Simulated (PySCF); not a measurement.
# C₄H₆BCl: NMR shifts at several levels of theory, part 2 of 2

PySCF 2.14.0. Atoms count from 0. The steps go on from the part before.

### Step 8. Shielding tensors: PBE0/aug-cc-pVDZ

The job: settings as JSON, then the geometry in Å.

```
{"job": {"kind": "nmr", "xc": "PBE0", "basis": "aug-cc-pVDZ", "pop": true}, "charge": 0, "multiplicity": 1}
Cl     3.377533    -0.542728     1.490421
B      2.090266     0.456092     0.820882
C      0.797018    -0.179461     0.350653
C     -0.522893     0.497533     0.069344
C     -0.397381    -0.341117     1.280110
C      0.224613    -1.536018     0.666470
H      2.272715     1.648554     0.792453
H     -1.118513     0.109516    -0.769049
H     -0.568756     1.583662     0.198152
H     -0.452432    -0.052783     2.329805
H     -0.326511    -2.051032    -0.133120
H      0.825585    -2.189297     1.306904
```

Method: GIAO PBE0/aug-cc-pVDZ NMR shielding, non-relativistic, gas phase.

Standard output:

```text
coarse grid: 10776 points
cycle   1  E = -640.6702885380  dE =  9.514e-01  |g| = 2.726e-01  |ddm| = 9.663e+00
cycle   2  E = -640.6702890142  dE = -4.763e-07  |g| = 2.943e-01  |ddm| = 1.824e+00
cycle   3  E = -640.6929752051  dE = -2.269e-02  |g| = 4.323e-02  |ddm| = 7.431e-01
cycle   4  E = -640.6933780874  dE = -4.029e-04  |g| = 1.749e-02  |ddm| = 1.262e-01
cycle   5  E = -640.6934488954  dE = -7.081e-05  |g| = 5.999e-03  |ddm| = 4.448e-02
cycle   6  E = -640.6934584879  dE = -9.593e-06  |g| = 1.797e-03  |ddm| = 1.459e-02
final grid: 100024 points
cycle   7  E = -640.7095529690  dE = -2.507e-05  |g| = 8.696e-03  |ddm| = 1.959e-01
cycle   8  E = -640.7095353848  dE =  1.758e-05  |g| = 1.196e-02  |ddm| = 5.876e-02
cycle   9  E = -640.7095737014  dE = -3.832e-05  |g| = 8.756e-04  |ddm| = 3.000e-02
cycle  10  E = -640.7095738981  dE = -1.967e-07  |g| = 3.010e-04  |ddm| = 2.476e-03
cycle  11  E = -640.7095739201  dE = -2.206e-08  |g| = 8.707e-05  |ddm| = 6.679e-04
cycle  12  E = -640.7095739219  dE = -1.809e-09  |g| = 2.347e-05  |ddm| = 2.251e-04
cycle  13  E = -640.7095739221  dE = -1.346e-10  |g| = 5.650e-06  |ddm| = 6.192e-05
converged SCF energy = -640.7095739221

GIAO shielding tensors (ppm)
atom      isotropic    diamagn.    paramagn.     s11        s22        s33       span
  0 Cl     751.604    1147.864    -396.260    457.410    746.543   1050.859    593.449
  1 B       46.785     220.130    -173.345    -16.594     45.597    111.353    127.947
  2 C      180.869     209.333     -28.464    154.245    170.690    217.671     63.426
  3 C      157.256     208.333     -51.077    137.337    158.678    175.752     38.415
  4 C      172.008     222.167     -50.159    142.155    181.680    192.190     50.035
  5 C      159.682     208.913     -49.231    145.159    159.761    174.125     28.966
  6 H       24.560      25.002      -0.442     23.063     23.824     26.794      3.731
  7 H       30.273      28.959       1.314     25.007     27.510     38.302     13.296
  8 H       29.479      32.510      -3.031     24.351     25.308     38.777     14.425
  9 H       29.069      34.316      -5.247     24.657     25.741     36.809     12.153
 10 H       30.468      29.098       1.370     25.164     27.510     38.731     13.567
 11 H       29.196      35.586      -6.390     23.264     27.041     37.282     14.018
```

It took 32 s on 1 thread of Arm Neoverse V1, shared host; peak memory 0.86 GiB.

In short: δ C3 36.6, C4 23.1, C2 14.2, Cl0 216, H6 6.83, H9 2.33 ppm (means over like atoms).

### Step 9. Shielding tensors: PBE0/IGLO-III

Settings changed since step 8:

```diff
@@ -1,2 +1,2 @@
-{"job": {"kind": "nmr", "xc": "PBE0", "basis": "aug-cc-pVDZ", "pop": true}, "charge": 0, "multiplicity": 1}
+{"job": {"kind": "nmr", "xc": "PBE0", "basis": "IGLO-III", "pop": true}, "charge": 0, "multiplicity": 1}
 Cl     3.377533    -0.542728     1.490421
```

Level: GIAO PBE0/IGLO-III NMR shielding, non-relativistic, gas phase.

Standard output:

```text
coarse grid: 10776 points
cycle   1  E = -640.7265817836  dE =  8.689e-01  |g| = 3.178e-01  |ddm| = 2.544e+00
cycle   2  E = -640.7270363378  dE = -4.546e-04  |g| = 3.035e-01  |ddm| = 7.131e-01
cycle   3  E = -640.7493664123  dE = -2.233e-02  |g| = 6.875e-02  |ddm| = 3.135e-01
cycle   4  E = -640.7503071759  dE = -9.408e-04  |g| = 2.583e-02  |ddm| = 8.298e-02
cycle   5  E = -640.7504418703  dE = -1.347e-04  |g| = 6.567e-03  |ddm| = 3.113e-02
cycle   6  E = -640.7504500148  dE = -8.145e-06  |g| = 3.423e-03  |ddm| = 7.336e-03
cycle   7  E = -640.7504530440  dE = -3.029e-06  |g| = 3.981e-04  |ddm| = 3.202e-03
final grid: 100024 points
cycle   8  E = -640.7571405587  dE = -8.903e-05  |g| = 7.079e-03  |ddm| = 7.234e-02
cycle   9  E = -640.7571338041  dE =  6.755e-06  |g| = 8.666e-03  |ddm| = 1.214e-02
cycle  10  E = -640.7571526459  dE = -1.884e-05  |g| = 8.560e-04  |ddm| = 6.318e-03
cycle  11  E = -640.7571527846  dE = -1.387e-07  |g| = 2.576e-04  |ddm| = 1.164e-03
cycle  12  E = -640.7571527979  dE = -1.335e-08  |g| = 7.673e-05  |ddm| = 2.699e-04
cycle  13  E = -640.7571527992  dE = -1.282e-09  |g| = 1.679e-05  |ddm| = 6.623e-05
cycle  14  E = -640.7571527993  dE = -6.412e-11  |g| = 3.358e-06  |ddm| = 1.664e-05
converged SCF energy = -640.7571527993

GIAO shielding tensors (ppm)
atom      isotropic    diamagn.    paramagn.     s11        s22        s33       span
  0 Cl     707.883    1146.826    -438.943    390.653    709.385   1023.611    632.958
  1 B       31.422     193.471    -162.049    -35.196     28.781    100.682    135.878
  2 C      169.519     253.584     -84.065    140.355    158.809    209.392     69.036
  3 C      143.469     246.406    -102.937    123.075    143.793    163.539     40.464
  4 C      159.639     257.392     -97.753    127.921    170.767    180.229     52.308
  5 C      146.258     249.655    -103.397    131.890    144.587    162.297     30.408
  6 H       24.731      29.060      -4.330     23.096     24.070     27.025      3.929
  7 H       30.285      30.463      -0.177     24.976     27.418     38.461     13.485
  8 H       29.495      31.079      -1.584     24.337     25.274     38.876     14.539
  9 H       29.113      31.897      -2.785     24.579     25.763     36.996     12.417
 10 H       30.470      30.587      -0.116     25.087     27.420     38.904     13.818
 11 H       29.193      30.733      -1.540     23.185     27.009     37.386     14.201
```

Wall time 49 s (1 thread of Arm Neoverse V1, shared host); peak memory 1.1 GiB.

In short: δ C3 38.9, C4 24.1, C2 14.3, Cl0 237, H6 6.64, H9 2.26 ppm (means over like atoms).

### Step 10. NMR shieldings: PBE0/pcSseg-0

Settings changed since step 9:

```diff
@@ -1,2 +1,2 @@
-{"job": {"kind": "nmr", "xc": "PBE0", "basis": "IGLO-III", "pop": true}, "charge": 0, "multiplicity": 1}
+{"job": {"kind": "nmr", "xc": "PBE0", "basis": "pcSseg-0", "pop": true}, "charge": 0, "multiplicity": 1}
 Cl     3.377533    -0.542728     1.490421
```

Level: GIAO PBE0/pcSseg-0 NMR shielding, non-relativistic, gas phase.

Standard output:

```text
coarse grid: 10776 points
cycle   1  E = -639.6841277155  dE =  8.788e-01  |g| = 2.151e-01  |ddm| = 3.872e+00
cycle   2  E = -639.6885241815  dE = -4.396e-03  |g| = 2.112e-01  |ddm| = 1.080e+00
cycle   3  E = -639.7004654572  dE = -1.194e-02  |g| = 3.320e-02  |ddm| = 3.898e-01
cycle   4  E = -639.7006670662  dE = -2.016e-04  |g| = 1.831e-02  |ddm| = 6.273e-02
cycle   5  E = -639.7007511308  dE = -8.406e-05  |g| = 3.241e-03  |ddm| = 3.228e-02
cycle   6  E = -639.7007542485  dE = -3.118e-06  |g| = 1.257e-03  |ddm| = 9.701e-03
final grid: 100024 points
cycle   7  E = -639.7264890855  dE = -1.718e-05  |g| = 4.073e-03  |ddm| = 2.659e-02
cycle   8  E = -639.7264880470  dE =  1.039e-06  |g| = 4.568e-03  |ddm| = 1.039e-02
cycle   9  E = -639.7264935725  dE = -5.526e-06  |g| = 3.387e-04  |ddm| = 5.972e-03
cycle  10  E = -639.7264935999  dE = -2.735e-08  |g| = 1.605e-04  |ddm| = 9.228e-04
cycle  11  E = -639.7264936066  dE = -6.753e-09  |g| = 3.674e-05  |ddm| = 3.020e-04
cycle  12  E = -639.7264936070  dE = -3.449e-10  |g| = 5.634e-06  |ddm| = 6.399e-05
converged SCF energy = -639.7264936070

GIAO shielding tensors (ppm)
atom      isotropic    diamagn.    paramagn.     s11        s22        s33       span
  0 Cl     715.516    1145.232    -429.716    370.403    659.792   1116.354    745.950
  1 B       31.053     188.740    -157.687    -34.168     23.281    104.047    138.215
  2 C      180.570     253.623     -73.053    147.651    173.228    220.831     73.180
  3 C      151.408     246.419     -95.011    128.018    156.285    169.922     41.903
  4 C      169.504     261.901     -92.398    137.744    180.350    190.418     52.674
  5 C      153.763     253.683     -99.920    135.333    157.573    168.382     33.049
  6 H       25.342      27.622      -2.280     24.304     24.394     27.329      3.025
  7 H       31.085      28.176       2.909     25.679     28.261     39.315     13.636
  8 H       30.990      30.444       0.546     26.006     26.903     40.061     14.055
  9 H       30.667      33.511      -2.843     26.636     27.452     37.914     11.278
 10 H       31.259      29.264       1.995     25.796     28.266     39.715     13.919
 11 H       30.693      32.602      -1.909     24.626     28.751     38.701     14.075
```

Run time: 5.7 s. Hardware: 1 thread of Arm Neoverse V1, shared host; peak memory 0.44 GiB.

In short: δ C3 40.9, C4 24.0, C2 12.9, Cl0 237, H6 7.49, H9 2.16 ppm (means over like atoms).

### Step 11. NMR shieldings: PBE0/pcSseg-2

Settings changed since step 10:

```diff
@@ -1,2 +1,2 @@
-{"job": {"kind": "nmr", "xc": "PBE0", "basis": "pcSseg-0", "pop": true}, "charge": 0, "multiplicity": 1}
+{"job": {"kind": "nmr", "xc": "PBE0", "basis": "pcSseg-2", "pop": true}, "charge": 0, "multiplicity": 1}
 Cl     3.377533    -0.542728     1.490421
```

Method: GIAO PBE0/pcSseg-2 NMR shielding, non-relativistic, gas phase.

Standard output:

```text
coarse grid: 10776 points
cycle   1  E = -640.7346637530  dE =  9.068e-01  |g| = 2.934e-01  |ddm| = 2.412e+00
cycle   2  E = -640.7341610437  dE =  5.027e-04  |g| = 3.172e-01  |ddm| = 5.905e-01
cycle   3  E = -640.7590083996  dE = -2.485e-02  |g| = 4.946e-02  |ddm| = 2.905e-01
cycle   4  E = -640.7594662374  dE = -4.578e-04  |g| = 2.342e-02  |ddm| = 6.038e-02
cycle   5  E = -640.7595759411  dE = -1.097e-04  |g| = 5.819e-03  |ddm| = 2.203e-02
cycle   6  E = -640.7595823959  dE = -6.455e-06  |g| = 3.138e-03  |ddm| = 7.879e-03
final grid: 100024 points
cycle   7  E = -640.7672618703  dE = -8.077e-05  |g| = 1.022e-02  |ddm| = 4.851e-02
cycle   8  E = -640.7672353520  dE =  2.652e-05  |g| = 1.428e-02  |ddm| = 1.850e-02
cycle   9  E = -640.7672867915  dE = -5.144e-05  |g| = 1.380e-03  |ddm| = 1.137e-02
cycle  10  E = -640.7672871747  dE = -3.832e-07  |g| = 5.768e-04  |ddm| = 1.648e-03
cycle  11  E = -640.7672872547  dE = -7.994e-08  |g| = 1.136e-04  |ddm| = 5.090e-04
cycle  12  E = -640.7672872573  dE = -2.634e-09  |g| = 3.258e-05  |ddm| = 1.272e-04
cycle  13  E = -640.7672872575  dE = -2.346e-10  |g| = 7.599e-06  |ddm| = 2.667e-05
converged SCF energy = -640.7672872575

GIAO shielding tensors (ppm)
atom      isotropic    diamagn.    paramagn.     s11        s22        s33       span
  0 Cl     714.679    1147.145    -432.467    397.572    711.560   1034.903    637.332
  1 B       30.457     194.327    -163.870    -36.955     27.576    100.749    137.704
  2 C      169.202     255.520     -86.318    140.312    158.257    209.038     68.726
  3 C      143.087     249.419    -106.332    122.306    143.627    163.327     41.021
  4 C      159.200     255.271     -96.071    127.255    170.345    180.000     52.745
  5 C      145.960     250.001    -104.041    131.260    144.531    162.089     30.829
  6 H       24.687      29.104      -4.416     23.047     23.876     27.139      4.093
  7 H       30.128      31.699      -1.571     24.746     27.286     38.353     13.607
  8 H       29.370      31.012      -1.642     24.138     25.136     38.835     14.696
  9 H       28.908      31.210      -2.302     24.356     25.506     36.862     12.506
 10 H       30.318      31.146      -0.829     24.875     27.272     38.805     13.930
 11 H       29.104      29.095       0.009     23.053     26.860     37.399     14.345
```

It took 76 s on 1 thread of Arm Neoverse V1, shared host; peak memory 1.2 GiB.

In short: δ C3 39.6, C4 24.9, C2 14.9, Cl0 226, H6 6.56, H9 2.34 ppm (means over like atoms).

### Step 12. Comparing the runs: NMR shifts

Shifts (ppm) of some atoms, chosen among heavy atoms and hydrogens apart, means over like atoms, with basis size and wall time:

```
               run    C3    C4    C2    H6    H7  Cl0    B1  functions   time
       PBE0/6-31G*  36.2  23.1  13.3  6.56  1.10  177  62.1        100   10 s
PBE0/6-311+G(2d,p)  37.6  23.8  14.5  6.69  1.02  225  64.2        206   30 s
     PBE0/def2-SVP  35.8  22.6  12.7  6.46  0.85  217  63.5        118   10 s
    PBE0/def2-TZVP  38.1  23.4  14.3  6.71  1.02  233  66.0        228   36 s
      PBE0/cc-pVDZ  37.7  24.5  16.1  6.62  0.93  208  64.6        118   13 s
      PBE0/cc-pVTZ  38.1  23.7  14.8  6.55  1.01  223  64.9        268   53 s
  PBE0/aug-cc-pVDZ  36.6  23.1  14.2  6.83  1.02  216  63.4        196   32 s
     PBE0/IGLO-III  38.9  24.1  14.3  6.64  1.00  237  68.5        279   49 s
     PBE0/pcSseg-0  40.9  24.0  12.9  7.49  1.66  237  73.8         70  5.7 s
     PBE0/pcSseg-2  39.6  24.9  14.9  6.56  1.02  226  68.6        307   76 s
```

### Step 13. Summary of results

What follows sums up all 2 parts.

| quantity | value |
| --- | --- |
| 13C shifts against TMS (PBE0/6-31G*, means over atoms taken as alike) | 36.2, 23.1, 13.3 ppm |
| 1H shifts against TMS (PBE0/6-31G*, means over atoms taken as alike) | 6.56, 2.28, 1.96, 1.10 ppm |
| 35Cl shifts against HCl (PBE0/6-31G*) | 177 ppm |
| 11B shifts against BF3·OEt2 (PBE0/6-31G*) | 62.1 ppm |
| range of the shift of Cl0 | 177 to 237 ppm |

What this shows: Single values in the summary come from the first run of each kind that ended normally (PBE0/6-31G*), which need not be the best level. At PBE0/6-31G*: Shielding is most anisotropic at Cl0 (span 620 ppm, paramagnetic term -394 ppm). Across the 10 runs the shift of Cl0 moves most, between 177 (PBE0/6-31G*) and 237 ppm (PBE0/IGLO-III).
